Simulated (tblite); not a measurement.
# C3H12OSeSi2: the cost of one run

Computed with tblite 0.8.0 (tight binding) and PySCF 2.14.0 (DFT, with response routines of our own); each step states its level. Atoms count from 0 throughout.

### 1 The molecule as given

19 atoms, charge 0, multiplicity 1; geometry from: UFF geometry.

Bonds of the start (Å): C0–H7 1.12, C0–H8 1.11, C0–H9 1.10, C0–Si1 1.85, C2–H11 1.10, C2–H12 1.12, C2–H13 1.11, C5–H15 1.11, C5–H16 1.11, C5–H17 1.11, O3–Si4 1.73, Se6–H18 1.54, Si1–C2 1.88, Si1–H10 1.47, Si1–O3 1.73, Si4–C5 1.86, Si4–H14 1.47, Si4–Se6 2.29.

### 2 GFN2-xTB relaxation, conformer 1

What the job is given:

```
{"job": {"xc": "GFN2-xTB", "basis": "xTB", "kind": "relax"}, "charge": 0, "multiplicity": 1}
C     -2.224300     1.883500    -0.437900
Si    -1.213000     0.337700    -0.307600
C     -1.398200    -0.365700     1.429900
O      0.439800     0.738500    -0.612500
Si     1.302500    -0.748100    -0.814300
C      2.327200    -1.083200     0.696800
Se     2.696200    -0.522500    -2.616700
H     -1.874100     2.634200     0.311600
H     -3.293200     1.641600    -0.242100
H     -2.132600     2.305700    -1.453800
H     -1.715500    -0.633900    -1.290100
H     -0.898300    -1.346100     1.497700
H     -2.491300    -0.496100     1.656400
H     -0.961000     0.340400     2.158900
H      0.426300    -1.898600    -1.066600
H      3.026700    -0.235100     0.879400
H      2.913500    -2.013300     0.556500
H      1.667100    -1.199200     1.580700
H      3.392300     0.669400    -1.933700
```

Launch:

```bash
$ OMP_NUM_THREADS=1 python ens_run.py task.json out
```

The driver reads the study from task.json and runs its stages one after another.

**Question.** How long does this first job take on 1 thread of Intel Xeon Platinum 8259CL at 2.50GHz, shared host?

About 3.9 s.
